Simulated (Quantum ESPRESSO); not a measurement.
# WAu (F-43m) in Quantum ESPRESSO: phonons with PBE

Aim: the phonons of WAu with PBE.

All numbers are computed with Quantum ESPRESSO 7.5; they aren't measurements. Logs are shortened: lines on timing, memory, paths and dates and some standing lists are left out, and cuts for length are marked.

## Step 1: Starting point

The structure is cubic, space group F-43m (No. 216). The conventional cell has a = 5.818 Å, b = 5.818 Å, c = 5.818 Å, α = 90.00°, β = 90.00°, γ = 90.00°. Around W (site symmetry -43m) lie 4 Au at 2.52 Å. Around Au (site symmetry -43m) lie 4 W at 2.52 Å.

The cell was built by a generator and needn't be a form met in nature.

## Step 2: Phonons, PBE

Input file pw.in:

```
&CONTROL
  calculation = 'scf'
  prefix = 'pwscf'
  outdir = './tmp'
  pseudo_dir = './pseudo'
  tprnfor = .true.
  tstress = .true.
  disk_io = 'low'
/
&SYSTEM
  ibrav = 0
  nat = 2
  ntyp = 2
  ecutwfc = 76
  nbnd = 24
  occupations = 'smearing'
  smearing = 'mv'
  degauss = 0.01469973
/
&ELECTRONS
  conv_thr = 4d-10
  electron_maxstep = 120
  mixing_beta = 0.5
/
ATOMIC_SPECIES
W    183.8400 W.upf
Au   196.9666 Au.upf
CELL_PARAMETERS bohr
   0.0000000000    5.4976101390    5.4976101390
   5.4976101390    0.0000000000    5.4976101390
   5.4976101390    5.4976101390    0.0000000000
ATOMIC_POSITIONS bohr
W      0.0000000000    0.0000000000    0.0000000000
Au     8.2464152085    8.2464152085    8.2464152085
K_POINTS automatic
7 7 7 0 0 0
```

Input file relax.in:

```
&CONTROL
  calculation = 'vc-relax'
  prefix = 'pwscf'
  outdir = './tmp'
  pseudo_dir = './pseudo'
  tprnfor = .true.
  tstress = .true.
  disk_io = 'low'
  nstep = 40
  forc_conv_thr = 0.0001
  etot_conv_thr = 1d-06
/
&SYSTEM
  ibrav = 0
  nat = 2
  ntyp = 2
  ecutwfc = 76
  nbnd = 24
  occupations = 'smearing'
  smearing = 'mv'
  degauss = 0.01469973
/
&ELECTRONS
  conv_thr = 4d-10
  electron_maxstep = 120
  mixing_beta = 0.5
/
&IONS
  ion_dynamics = 'bfgs'
/
&CELL
  cell_dynamics = 'bfgs'
  press = 0
  press_conv_thr = 0.2
/
ATOMIC_SPECIES
W    183.8400 W.upf
Au   196.9666 Au.upf
CELL_PARAMETERS bohr
   0.0000000000    5.4976101390    5.4976101390
   5.4976101390    0.0000000000    5.4976101390
   5.4976101390    5.4976101390    0.0000000000
ATOMIC_POSITIONS bohr
W      0.0000000000    0.0000000000    0.0000000000
Au     8.2464152085    8.2464152085    8.2464152085
K_POINTS automatic
7 7 7 0 0 0
```

Input file scf2.in:

```
&CONTROL
  calculation = 'scf'
  prefix = 'pwscf'
  outdir = './tmp'
  pseudo_dir = './pseudo'
  tprnfor = .true.
  tstress = .true.
  disk_io = 'low'
/
&SYSTEM
  ibrav = 0
  nat = 2
  ntyp = 2
  ecutwfc = 76
  nbnd = 24
  occupations = 'smearing'
  smearing = 'mv'
  degauss = 0.01469973
/
&ELECTRONS
  conv_thr = 1d-13
  electron_maxstep = 120
  mixing_beta = 0.5
  startingpot = 'file'
  startingwfc = 'file'
/
ATOMIC_SPECIES
W    183.8400 W.upf
Au   196.9666 Au.upf
CELL_PARAMETERS bohr
   0.0000000000    5.4963042901    5.4963042901
   5.4963042901    0.0000000000    5.4963042901
   5.4963042901    5.4963042901    0.0000000000
ATOMIC_POSITIONS bohr
W      0.0000000000    0.0000000000    0.0000000000
Au     8.2444564351    8.2444564351    8.2444564351
K_POINTS automatic
7 7 7 0 0 0
```

Input file ph.in:

```
phonons of WAu
&INPUTPH
  prefix = 'pwscf'
  outdir = './tmp'
  tr2_ph = 1d-18
  fildyn = 'dyn'
  niter_ph = 90
  alpha_mix(1) = 0.4
/
0.0000000000 0.0000000000 0.0000000000
```

Input file dynmat.in:

```
&INPUT
  fildyn = 'dyn'
  asr = 'crystal'
  filout = 'dynmat.disp'
  fileig = 'dynmat.eig'
/
```

Potentials or basis: PseudoDojo 0.4.1 SR PBE standard.

Launch:

```
OMP_NUM_THREADS=1 mpirun -n 4 pw.x -nk 4 -in pw.in > pw.out
OMP_NUM_THREADS=1 mpirun -n 4 pw.x -nk 4 -in relax.in > relax.out
OMP_NUM_THREADS=1 mpirun -n 4 pw.x -nk 4 -in scf2.in > scf2.out
OMP_NUM_THREADS=1 mpirun -n 4 ph.x -nk 4 -in ph.in > ph.out
OMP_NUM_THREADS=1 mpirun -n 1 dynmat.x -in dynmat.in > dynmat.out
```

pw.out:

```text
This program is part of the open-source Quantum ESPRESSO suite
     for quantum simulation of materials; please cite
[... 6 lines left out ...]
     using ibrav=0 with symmetry is DISCOURAGED, use correct ibrav instead

     K-points division:     npool     =       4
     Subspace diagonalization in iterative solution of the eigenvalue problem:
     a serial algorithm will be used

     G-vector sticks info
     --------------------
     sticks:   dense  smooth     PW     G-vecs:    dense   smooth      PW
     Sum        1261    1261    367                29627    29627    4693

     Using Slab Decomposition

     bravais-lattice index     =            0
     lattice parameter (alat)  =       7.7748  a.u.
     unit-cell volume          =     332.3164 (a.u.)^3
     number of atoms/cell      =            2
     number of atomic types    =            2
     number of electrons       =        33.00
     number of Kohn-Sham states=           24
     kinetic-energy cutoff     =      76.0000  Ry
     charge density cutoff     =     304.0000  Ry
     scf convergence threshold =      4.0E-10
     mixing beta               =       0.5000
     number of iterations used =            8  plain     mixing
     Exchange-correlation= PBE
                           (   1   4   3   4   0   0   0)

     celldm(1)=   7.774795  celldm(2)=   0.000000  celldm(3)=   0.000000
     celldm(4)=   0.000000  celldm(5)=   0.000000  celldm(6)=   0.000000

     crystal axes: (cart. coord. in units of alat)
               a(1) = (   0.000000   0.707107   0.707107 )
               a(2) = (   0.707107   0.000000   0.707107 )
               a(3) = (   0.707107   0.707107   0.000000 )

     reciprocal axes: (cart. coord. in units 2 pi/alat)
               b(1) = ( -0.707107  0.707107  0.707107 )
               b(2) = (  0.707107 -0.707107  0.707107 )
               b(3) = (  0.707107  0.707107 -0.707107 )

     PseudoPot. # 1 for W  read from file:
     W.upf
     Pseudo is Norm-conserving + core correction, Zval = 14.0
     Generated using ONCVPSP code by D. R. Hamann
     Using radial grid of 1396 points,  8 beta functions with:
                l(1) =   0
                l(2) =   0
                l(3) =   1
                l(4) =   1
                l(5) =   2
                l(6) =   2
                l(7) =   3
                l(8) =   3

     PseudoPot. # 2 for Au read from file:
     Au.upf
     Pseudo is Norm-conserving + core correction, Zval = 19.0
     Generated using ONCVPSP code by D. R. Hamann
     Using radial grid of 1356 points,  7 beta functions with:
                l(1) =   0
                l(2) =   0
                l(3) =   1
                l(4) =   1
                l(5) =   2
                l(6) =   2
                l(7) =   3

     atomic species   valence    mass     pseudopotential
     W                14.00   183.84000     W ( 1.00)
     Au               19.00   196.96660     Au( 1.00)

     24 Sym. Ops. (no inversion) found

   Cartesian axes

     site n.     atom                  positions (alat units)
         1        W      tau(   1) = (   0.0000000   0.0000000   0.0000000  )
         2        Au     tau(   2) = (   1.0606602   1.0606602   1.0606602  )

     number of k points=    20  Marzari-Vanderbilt smearing, width (Ry)=  0.0147
                       cart. coord. in units 2pi/alat
        k(    1) = (   0.0000000   0.0000000   0.0000000), wk =   0.0058309
        k(    2) = (   0.1010153   0.1010153  -0.1010153), wk =   0.0466472
        k(    3) = (   0.2020305   0.2020305  -0.2020305), wk =   0.0466472
        k(    4) = (   0.3030458   0.3030458  -0.3030458), wk =   0.0466472
        k(    5) = (   0.2020305  -0.0000000   0.0000000), wk =   0.0349854
        k(    6) = (   0.3030458   0.1010153  -0.1010153), wk =   0.1399417
[... 12 lines left out ...]
        k(   19) = (  -0.1010153  -0.5050763   0.7071068), wk =   0.1399417
        k(   20) = (  -0.0000000  -0.4040610   0.6060915), wk =   0.1399417

     Dense  grid:    29627 G-vectors     FFT dimensions: (  45,  45,  45)

     Initial potential from superposition of free atoms

     starting charge      32.9994, renormalised to      33.0000
     Starting wfcs are   20 randomized atomic wfcs +    4 random wfcs

     Self-consistent Calculation

     iteration #  1     ecut=    76.00 Ry     beta= 0.50
     Davidson diagonalization with overlap
     ethr =  1.00E-02,  avg # of iterations =  5.8

     total energy              =    -447.56692575 Ry
     estimated scf accuracy    <       0.54676116 Ry

     iteration #  2     ecut=    76.00 Ry     beta= 0.50
     Davidson diagonalization with overlap
     ethr =  1.66E-03,  avg # of iterations =  2.0

     total energy              =    -447.72358968 Ry
     estimated scf accuracy    <       0.70244753 Ry

     iteration #  3     ecut=    76.00 Ry     beta= 0.50
     Davidson diagonalization with overlap
     ethr =  1.66E-03,  avg # of iterations =  1.9

     total energy              =    -447.81904441 Ry
     estimated scf accuracy    <       0.00808567 Ry

     iteration #  4     ecut=    76.00 Ry     beta= 0.50
     Davidson diagonalization with overlap
     ethr =  2.45E-05,  avg # of iterations =  3.4

     total energy              =    -447.82097508 Ry
     estimated scf accuracy    <       0.00111316 Ry

     iteration #  5     ecut=    76.00 Ry     beta= 0.50
     Davidson diagonalization with overlap
     ethr =  3.37E-06,  avg # of iterations =  3.0

     total energy              =    -447.82103958 Ry
     estimated scf accuracy    <       0.00005136 Ry

     iteration #  6     ecut=    76.00 Ry     beta= 0.50
     Davidson diagonalization with overlap
     ethr =  1.56E-07,  avg # of iterations =  2.2

     total energy              =    -447.82105502 Ry
     estimated scf accuracy    <       0.00000597 Ry

     iteration #  7     ecut=    76.00 Ry     beta= 0.50
     Davidson diagonalization with overlap
     ethr =  1.81E-08,  avg # of iterations =  2.4

     total energy              =    -447.82105656 Ry
     estimated scf accuracy    <       0.00000360 Ry

     iteration #  8     ecut=    76.00 Ry     beta= 0.50
     Davidson diagonalization with overlap
     ethr =  1.09E-08,  avg # of iterations =  1.1

     total energy              =    -447.82105719 Ry
     estimated scf accuracy    <       0.00000001 Ry

     iteration #  9     ecut=    76.00 Ry     beta= 0.50
     Davidson diagonalization with overlap
     ethr =  3.65E-11,  avg # of iterations =  4.0

     total energy              =    -447.82105721 Ry
     estimated scf accuracy    <          2.3E-09 Ry

     iteration # 10     ecut=    76.00 Ry     beta= 0.50
     Davidson diagonalization with overlap
     ethr =  6.98E-12,  avg # of iterations =  2.0

     End of self-consistent calculation

          k = 0.0000 0.0000 0.0000 (  3719 PWs)   bands (ev):

   -94.0485 -61.2806 -45.3418 -45.3418 -45.3418 -25.4588 -25.4588 -25.4588
     5.5420   7.3585   7.3585   7.4550   7.4550   7.4550  12.3353  12.3353
    12.3353  14.5977  14.5977  21.4354  24.1041  24.1434  24.1434  24.1434

          k = 0.1010 0.1010-0.1010 (  3731 PWs)   bands (ev):

   -94.0485 -61.2807 -45.3419 -45.3419 -45.3415 -25.4614 -25.4585 -25.4585
     5.8409   7.2430   7.2430   7.4284   7.6028   7.6028  12.0359  12.4101
    12.4101  14.5409  14.5409  20.9293  22.0663  23.4124  23.4124  23.9913

          k = 0.2020 0.2020-0.2020 (  3714 PWs)   bands (ev):

   -94.0485 -61.2810 -45.3422 -45.3422 -45.3409 -25.4671 -25.4578 -25.4578
     6.5271   7.2227   7.2227   7.4869   7.6770   7.6770  11.4936  12.6051
    12.6051  14.4500  14.4500  17.7569  21.8530  21.9427  21.9427  24.6452

          k = 0.3030 0.3030-0.3030 (  3729 PWs)   bands (ev):

   -94.0485 -61.2812 -45.3425 -45.3425 -45.3403 -25.4716 -25.4572 -25.4572
     6.8436   7.3314   7.3314   7.5923   7.5923   7.9794  11.2386  12.7868
    12.7868  14.4267  14.4267  15.4241  20.9482  20.9482  21.6058  25.0878

          k = 0.2020-0.0000 0.0000 (  3719 PWs)   bands (ev):

   -94.0485 -61.2808 -45.3421 -45.3421 -45.3412 -25.4625 -25.4582 -25.4582
     5.9478   7.0762   7.4552   7.4552   7.4755   7.6608  11.8427  12.5231
    12.5231  14.3960  14.5907  21.6203  21.9857  21.9857  22.6159  22.9886

          k = 0.3030 0.1010-0.1010 (  3719 PWs)   bands (ev):

   -94.0485 -61.2810 -45.3425 -45.3424 -45.3405 -25.4669 -25.4580 -25.4575
     6.5311   7.0103   7.4091   7.4423   7.6189   7.7400  11.4631  12.6303
    12.7766  14.2207  14.5577  18.7037  20.6555  21.1843  22.2098  23.8420

          k = 0.4041 0.2020-0.2020 (  3730 PWs)   bands (ev):

   -94.0485 -61.2812 -45.3429 -45.3427 -45.3397 -25.4709 -25.4582 -25.4570
     6.9177   7.0491   7.3982   7.6093   7.6532   8.0293  11.3206  12.6421
    12.9150  14.2782  14.5927  15.9384  19.8976  19.9127  22.0250  25.9208

          k =-0.2020-0.4041 0.4041 (  3709 PWs)   bands (ev):

   -94.0485 -61.2813 -45.3432 -45.3426 -45.3395 -25.4718 -25.4585 -25.4569
     6.9282   7.2012   7.2601   7.5517   7.7447   8.3127  11.4768  12.6148
    12.7606  14.5086  14.5256  15.0457  19.1122  20.1903  22.0491  25.6744

          k =-0.1010-0.3030 0.3030 (  3722 PWs)   bands (ev):

   -94.0485 -61.2811 -45.3430 -45.3424 -45.3400 -25.4691 -25.4585 -25.4574
     6.8531   7.1101   7.2390   7.5214   7.8156   7.8201  11.5003  12.5536
    12.6542  14.3214  14.5898  16.7922  19.2626  21.5104  22.3177  24.6811

          k =-0.0000-0.2020 0.2020 (  3703 PWs)   bands (ev):

   -94.0485 -61.2809 -45.3424 -45.3421 -45.3409 -25.4646 -25.4583 -25.4581
     6.2886   7.0949   7.2863   7.4812   7.5624   7.7566  11.7308  12.4307
    12.5950  14.3449  14.5870  19.6245  20.2793  22.8148  23.2523  23.3986

          k = 0.4041-0.0000 0.0000 (  3699 PWs)   bands (ev):

   -94.0485 -61.2811 -45.3428 -45.3428 -45.3398 -25.4707 -25.4569 -25.4569
     6.7324   7.1969   7.4414   7.4414   7.6298   7.7633  11.0875  13.1546
    13.1546  13.9203  14.4362  18.8401  19.1559  19.1559  22.1095  22.8059

          k = 0.5051 0.1010-0.1010 (  3715 PWs)   bands (ev):

   -94.0485 -61.2813 -45.3433 -45.3430 -45.3390 -25.4737 -25.4573 -25.4564
     6.8080   7.1866   7.4078   7.5317   7.8783   8.1850  10.9335  13.2474
    13.3167  14.0835  14.5711  16.3855  18.1027  18.2277  22.4131  23.7931

          k =-0.1010-0.5051 0.5051 (  3717 PWs)   bands (ev):

   -94.0485 -61.2814 -45.3438 -45.3430 -45.3385 -25.4732 -25.4594 -25.4563
     6.8809   7.0939   7.2966   7.5478   7.9307   8.7435  11.3098  12.8824
    13.0498  14.5679  14.5884  15.0958  17.0660  18.4478  22.6121  26.0210

          k = 0.0000-0.4041 0.4041 (  3723 PWs)   bands (ev):

   -94.0485 -61.2813 -45.3437 -45.3427 -45.3389 -25.4708 -25.4602 -25.4568
     6.9613   7.1422   7.1553   7.5118   7.9189   8.4300  11.9686  12.1824
    12.6224  14.5083  14.6668  15.8844  17.1020  19.8353  22.6934  25.6265

          k = 0.6061-0.0000 0.0000 (  3712 PWs)   bands (ev):

   -94.0485 -61.2814 -45.3433 -45.3433 -45.3387 -25.4773 -25.4559 -25.4559
     6.7925   7.2318   7.4173   7.4173   8.0266   8.7015  10.5047  13.5085
    14.2074  14.2074  14.3124  16.2049  16.9175  16.9175  22.3321  22.9386

          k =-0.0000-0.6061 0.6061 (  3726 PWs)   bands (ev):

   -94.0485 -61.2814 -45.3436 -45.3433 -45.3383 -25.4768 -25.4571 -25.4558
     6.8448   7.0764   7.3773   7.4925   8.0403   9.0451  10.5990  13.2058
    14.1864  14.4986  14.6000  15.2995  16.3636  16.9601  22.6674  23.7652

          k = 0.4041 0.2020 0.0000 (  3715 PWs)   bands (ev):

   -94.0485 -61.2812 -45.3431 -45.3426 -45.3395 -25.4702 -25.4584 -25.4570
     6.8766   7.0883   7.2372   7.6585   7.7347   7.8888  11.2998  12.7727
    12.8930  14.1586  14.6202  17.2744  18.3333  20.0651  23.0205  23.9747

          k =-0.2020-0.4041 0.6061 (  3723 PWs)   bands (ev):

   -94.0485 -61.2813 -45.3436 -45.3429 -45.3388 -25.4719 -25.4598 -25.4565
     6.9659   7.0546   7.1925   7.7125   7.7951   8.5111  11.5338  12.3753
    13.1190  14.3696  14.8150  15.3075  17.5980  18.8885  23.1534  25.5299

          k =-0.1010-0.5051 0.7071 (  3730 PWs)   bands (ev):

   -94.0485 -61.2814 -45.3436 -45.3433 -45.3384 -25.4748 -25.4585 -25.4559
     6.8610   7.0608   7.2783   7.6553   7.9549   8.8096  10.9377  12.8326
    13.8809  14.3208  14.9503  15.3982  16.5014  17.4089  23.5242  23.9964

          k =-0.0000-0.4041 0.6061 (  3727 PWs)   bands (ev):

   -94.0485 -61.2814 -45.3439 -45.3432 -45.3382 -25.4731 -25.4605 -25.4559
     6.8925   7.0294   7.2007   7.7304   7.9205   8.9334  11.5073  12.2147
    13.8235  14.3663  14.7770  15.5224  15.9833  17.5533  23.9124  26.1161

     the Fermi energy is    13.0859 ev

!    total energy              =    -447.82105721 Ry
     estimated scf accuracy    <          1.7E-10 Ry
     smearing contrib. (-TS)   =       0.00136066 Ry
     internal energy E=F+TS    =    -447.82241787 Ry

     The total energy is F=E-TS. E is the sum of the following terms:
     one-electron contribution =    -200.46643771 Ry
     hartree contribution      =     108.58498612 Ry
     xc contribution           =     -84.87790106 Ry
     ewald contribution        =    -271.06306522 Ry

     convergence has been achieved in  10 iterations

     Forces acting on atoms (cartesian axes, Ry/au):

     atom    1 type  1   force =     0.00000000    0.00000000    0.00000000
     atom    2 type  2   force =     0.00000000    0.00000000    0.00000000

     Total force =     0.000000     Total SCF correction =     0.000000

     Computing stress (Cartesian axis) and pressure

          total   stress  (Ry/bohr**3)                   (kbar)     P=       -0.89
  -0.00000607  -0.00000000   0.00000000           -0.89       -0.00        0.00
  -0.00000000  -0.00000607  -0.00000000           -0.00       -0.89       -0.00
   0.00000000  -0.00000000  -0.00000607            0.00       -0.00       -0.89

=------------------------------------------------------------------------------=
   JOB DONE.
=------------------------------------------------------------------------------=
```

Run time: 7 min. Hardware: 4 MPI ranks of Intel Xeon Platinum 8375C at 2.90GHz (Ice Lake), shared host; peak memory 0.48 GiB.

What came out:

```
Free energy                            : -6092.9159 eV
Relaxed volume                         : 24.60 Å³/atom
Relaxed cell                           : a = 4.113 Å, b = 4.113 Å, c = 4.113 Å, α = 60.00°, β = 60.00°, γ = 60.00°
Space group after relaxing (to 0.05 Å) : F-43m (No. 216)
Pressure after relaxing                : 0.0 GPa
Band gap on the k mesh                 : none (metal or under the smearing width)
Highest phonon frequency at Γ          : 188 cm⁻¹
```

Final structure:
```
W Au
1.0
     0.00000    2.90852    2.90852
     2.90852    0.00000    2.90852
     2.90852    2.90852    0.00000
W Au
1 1
Cartesian
  0.0000 0.0000 0.0000
  4.3628 4.3628 4.3628
```

Phonon frequencies in cm⁻¹ (negative: imaginary):
```csv
q point,frequencies
"(0.000, 0.000, 0.000)",0 0 0 188 188 188
```

Optical modes at Γ, degenerate ones joined:
| cm⁻¹ | components | symmetry | active in |
| --- | --- | --- | --- |
| 188 | 3 | T2 | IR and Raman |

Caveat: the mesh is thin for the phonons of a metal. The run has no spin-orbit coupling, so splittings on Au, W are missing.
